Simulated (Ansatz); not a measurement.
**One shape, several levels: triplet TiNH2Cl3**

Aim: a comparison of 6 runs (UHF/def2-SVP, U-revPBE/def2-SVP, UPBE/def2-SVP, USVWN5/def2-SVP, UMP2/def2-SVP, UCCSD(T)/def2-SVP) of triplet TiNH2Cl3. 

The calculation is run with Ansatz 0.2.0.

1 further run of the same task is left out (set aside as unsound or not needed).

### Step 1. The structure to begin with

TiNH2Cl3 has 7 atoms, charge 0, and is taken as a triplet. SMILES of the parent species: `[NH2][Ti]([Cl])([Cl])[Cl]`. The shape is that of a PBE0-D4/def2-TZVP optimisation. That shape belongs to the parent species and isn't relaxed for this state.

Bond lengths: N1–Ti2 1.838 Å, Ti2–Cl3 2.181 Å, Ti2–Cl4 2.192 Å, Ti2–Cl5 2.181 Å, N1–H6 1.012 Å, N1–H7 1.012 Å. Angles: N1–Ti2–Cl3 107.1°, N1–Ti2–Cl4 109.3°, N1–Ti2–Cl5 107.2°, Cl3–Ti2–Cl4 109.6°, Cl3–Ti2–Cl5 114.1°, Cl4–Ti2–Cl5 109.4°, Ti2–N1–H6 124.2°, Ti2–N1–H7 124.2°, H6–N1–H7 111.5°.

### Step 2. The energy at UHF/def2-SVP (run 1)

The input, in.yaml:

```yaml
crystal:
  periodic: [false, false, false]
  atoms:
    - {symbol: N, position_ang: [-0.676400, 0.479600, 0.813100]}
    - {symbol: Ti, position_ang: [0.416000, -0.273300, -0.459100]}
    - {symbol: Cl, position_ang: [1.922500, -1.442100, 0.599700]}
    - {symbol: Cl, position_ang: [-0.771400, -1.594700, -1.742800]}
    - {symbol: Cl, position_ang: [1.232300, 1.358700, -1.654500]}
    - {symbol: H, position_ang: [-1.200200, 1.334700, 0.679200]}
    - {symbol: H, position_ang: [-0.861700, 0.068900, 1.718900]}
basis:
  gaussian: {orbitals: def2-SVP}
magnetization: {spin_polarized: true, initial_magnetization: 2}
hamiltonian: {xc: hf}
accuracy: high
output: {orbitals: {seedname: orbitals}}
```

Started as:

```console
ansatz run in.yaml --threads 1 --pin off --max-ram 3480MiB --events-out events.jsonl --progress --plain --runs-dir runs
```

Standard output:

```text
Warning: RAYON_NUM_THREADS=1 ignored (pool sized by the plan → 1); use --threads N
Functional definition: HF
  name "HF"
  exchange = exact_x
  correlation = 0
2389 factors; integrals over basis functions are off by at most 2.7e-8 eV
mean field evaluation 1: about -62085.7206 eV, gradient 3.0e1 eV
mean field evaluation 2: about -62085.8735 eV, gradient 3.0e1 eV
mean field evaluation 4: about -62096.2096 eV, gradient 2.0e1 eV
mean field evaluation 8: about -62099.2784 eV, gradient 4.7e-1 eV
mean field evaluation 16: about -62099.3686 eV, gradient 3.2e-4 eV
mean field evaluation 32: about -62091.4627 eV, gradient 1.7e1 eV
mean field evaluation 64: about -62099.1789 eV, gradient 4.0e-1 eV
mean field evaluation 96: about -62097.1792 eV, gradient 1.7e1 eV
mean field evaluation 128: about -62098.3441 eV, gradient 1.2e-2 eV
mean field evaluation 160: about -62096.7464 eV, gradient 1.5e0 eV
mean field evaluation 192: about -62094.2092 eV, gradient 1.5e1 eV
mean field evaluation 224: about -62095.0717 eV, gradient 8.1e0 eV
mean field evaluation 256: about -62099.1747 eV, gradient 2.0e-1 eV
mean field evaluation 288: about -62090.8936 eV, gradient 2.7e1 eV
mean field evaluation 320: about -62098.0511 eV, gradient 4.1e0 eV
mean field evaluation 352: about -62096.6770 eV, gradient 6.8e0 eV
mean field evaluation 384: about -62093.6630 eV, gradient 2.3e1 eV
mean field evaluation 416: about -62092.9360 eV, gradient 2.4e1 eV
mean field evaluation 448: about -62095.6685 eV, gradient 3.4e0 eV
mean field evaluation 480: about -62099.1788 eV, gradient 2.3e-1 eV
mean field -62099.36863821 eV, -2282.1097049902 hartree, gradient 9.4e-8 eV, S^2 2.010459; 4 other end points of the search recorded, 0 dependent functions left out
reference -62099.36863821 eV, -2282.1097049902 hartree; 42, 40 occupied and 67, 69 virtual orbitals, 2389 factors
Total energy: -62099.36863821 eV, -2282.1097049902 hartree
```

Run time: 49 s. Hardware: 1 thread of Arm Neoverse V2, shared host; peak memory 0.75 GiB.

### Step 3. The energy at U-revPBE/def2-SVP (run 2)

The input, input.yaml:

```yaml
basis:
  gaussian:
    orbitals: def2-SVP
crystal:
  periodic: [false, false, false]
  atoms:
    - symbol: "N"
      position_ang: [-0.676400, 0.479600, 0.813100]
    - symbol: Ti
      position_ang: [0.416000, -0.273300, -0.459100]
    - symbol: Cl
      position_ang: [1.922500, -1.442100, 0.599700]
    - symbol: Cl
      position_ang: [-0.771400, -1.594700, -1.742800]
    - symbol: Cl
      position_ang: [1.232300, 1.358700, -1.654500]
    - symbol: H
      position_ang: [-1.200200, 1.334700, 0.679200]
    - symbol: H
      position_ang: [-0.861700, 0.068900, 1.718900]
magnetization:
  spin_polarized: true
  initial_magnetization: 2
hamiltonian:
  xc: {name: revPBE}
accuracy: high
output: {orbitals: {seedname: orbitals}}
```

Started as:

```console
ansatz run input.yaml --threads 1 --pin off --max-ram 3480MiB --events-out events.jsonl --progress --plain --runs-dir runs
```

Standard output, shortened:

```text
Warning: RAYON_NUM_THREADS=1 ignored (pool sized by the plan → 1); use --threads N
Functional definition: revPBE
  name "revPBE"
[...]
2389 factors; integrals over basis functions are off by at most 2.7e-8 eV
[...]
mean field -62183.42665982 eV, -2285.1987803079 hartree, gradient 4.9e-8 eV, S^2 2.003882; 10 other end points of the search recorded, 0 dependent functions left out
reference -62183.42667014 eV, -2285.1987806872 hartree; 42, 40 occupied and 67, 69 virtual orbitals, 2389 factors
Total energy: -62183.42667014 eV, -2285.1987806872 hartree
```

It took 47 s on 1 thread of Arm Neoverse V2, shared host; peak memory 0.47 GiB.

Runs 3 to 5 aren't shown in full; the table further down has their settings and results.

### Step 4. The energy at UCCSD(T)/def2-SVP (run 6)

The input, in.yaml:

```yaml
basis:
  gaussian:
    orbitals: def2-SVP
crystal:
  periodic: [false, false, false]
  atoms:
    - symbol: "N"
      position_ang: [-0.676400, 0.479600, 0.813100]
    - symbol: Ti
      position_ang: [0.416000, -0.273300, -0.459100]
    - symbol: Cl
      position_ang: [1.922500, -1.442100, 0.599700]
    - symbol: Cl
      position_ang: [-0.771400, -1.594700, -1.742800]
    - symbol: Cl
      position_ang: [1.232300, 1.358700, -1.654500]
    - symbol: H
      position_ang: [-1.200200, 1.334700, 0.679200]
    - symbol: H
      position_ang: [-0.861700, 0.068900, 1.718900]
magnetization:
  spin_polarized: true
  initial_magnetization: 2
correlation:
  method: ccsd_t
  frozen_orbitals: {Cl: 5, H: 0, "N": 1, Ti: 5}
accuracy: high
scf:
  omitted_lower_state_checks: [cluster_reference, increment]
```

Started as:

```console
ansatz run in.yaml --threads 1 --pin off --max-ram 3480MiB --events-out events.jsonl --progress --plain --runs-dir runs
```

Standard output:

```text
Warning: RAYON_NUM_THREADS=1 ignored (pool sized by the plan → 1); use --threads N
[... 18 lines left out ...]
21 core orbitals not correlated: weight in the atoms' cores, before any rotation towards them, 1.000 or more for the frozen orbitals, at most 0.000 for the correlated occupied ones
[... 53 lines left out ...]
Total energy: -62122.99093785 eV, -2282.9778084904 hartree
Checks for a lower state left out: cluster_reference, increment
```

Run time: 8.1 min. Hardware: 1 thread of Arm Neoverse V2, shared host; peak memory 1.7 GiB.

### Step 5. Overview of the runs

| run | level | frozen core orbitals | energy (Eh) | HOMO energy (eV) | ⟨S²⟩ | wall time |
| --- | --- | --- | --- | --- | --- | --- |
| 1 | UHF/def2-SVP | – | -2282.109705 | -10.68 | 2.010 | 49 s |
| 2 | U-revPBE/def2-SVP | – | -2285.198781 | -3.13 | 2.004 | 47 s |
| 3 | UPBE/def2-SVP | – | -2284.720325 | -3.11 | 2.004 | 49 s |
| 4 | USVWN5/def2-SVP | – | -2278.646586 | -2.96 | 2.002 | 26 s |
| 5 | UMP2/def2-SVP | 21 | -2282.888455 | – | 2.010 | 57 s |
| 6 | UCCSD(T)/def2-SVP | 21 | -2282.977808 | – | 2.010 | 8.1 min |

### Step 6. Outcome

| quantity | value |
| --- | --- |
| run 6: total energy | -2282.97781 Eh |
| run 6: correlation energy (21 core orbitals frozen) | -868.1 mEh |
| run 6: (T) correction | -25.45 mEh |
| run 6: ⟨S²⟩ of the reference determinant | 2.010 |
| run 6: T1 diagnostic | 0.026 |

**Reading.** Below the UHF energy at the same shape and in the same basis (def2-SVP): UMP2 -778.7 mEh; UCCSD(T) -868.1 mEh. Totals of different functionals can't be ranked against each other. All runs together took 12 min, the longest 8.1 min.
